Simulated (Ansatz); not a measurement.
# C2H3AsO: the cost of one run

Computed with Ansatz 0.2.0, Gaussian basis. Level: the settings change from run to run.

### Step 1. The molecule

An earlier PBE0-D4 in a triple-zeta def2 set relaxation fixed the geometry.

7 atoms, charge 0, spin multiplicity 1.

Atoms are counted from 1 here; the program's logs count them from 0.

Bond lengths: O1–C2 1.181 Å, C2–C3 1.444 Å, C2–As4 2.015 Å, C3–As4 2.044 Å, C3–H5 1.086 Å, C3–H6 1.087 Å, As4–H7 1.525 Å. Angles: O1–C2–C3 144.4°, O1–C2–As4 145.0°, C3–C2–As4 70.3°, C2–C3–As4 68.1°, C2–C3–H5 119.2°, C2–C3–H6 115.3°, As4–C3–H5 121.6°, As4–C3–H6 110.0°, H5–C3–H6 114.7°, C2–As4–C3 41.7°, C2–As4–H7 87.5°, C3–As4–H7 92.7°.

### Step 2. PBEsol/def2-TZVPD

This run has charge +1, multiplicity 2, D4 dispersion, high accuracy.

The input, in.yaml:

```yaml
crystal:
  periodic: [false, false, false]
  atoms:
    - {symbol: O, position_ang: [-0.433281, -1.914974, 0.573399]}
    - {symbol: C, position_ang: [-0.346013, -0.770394, 0.297150]}
    - {symbol: C, position_ang: [0.457401, 0.418711, 0.457121]}
    - {symbol: As, position_ang: [-1.083242, 0.709312, -0.854388]}
    - {symbol: H, position_ang: [1.491510, 0.407195, 0.126416]}
    - {symbol: H, position_ang: [0.278936, 0.980111, 1.370859]}
    - {symbol: H, position_ang: [-0.304011, 0.101937, -2.016157]}
basis:
  gaussian: {orbitals: def2-TZVPD}
total_charge: 1
magnetization: {spin_polarized: true, initial_magnetization: 1}
hamiltonian: {xc: {name: PBEsol}, dispersion: d4}
accuracy: high
output: {forces: true}
```

On the command line:

```bash
$ ansatz run in.yaml --threads 2 --pin off --events-out ev --progress --plain --max-ram 4352MiB
```

What time and memory should one allow on 2 threads of Arm Neoverse V2, shared host?

About 21 s, with a peak of 0.92 GiB.
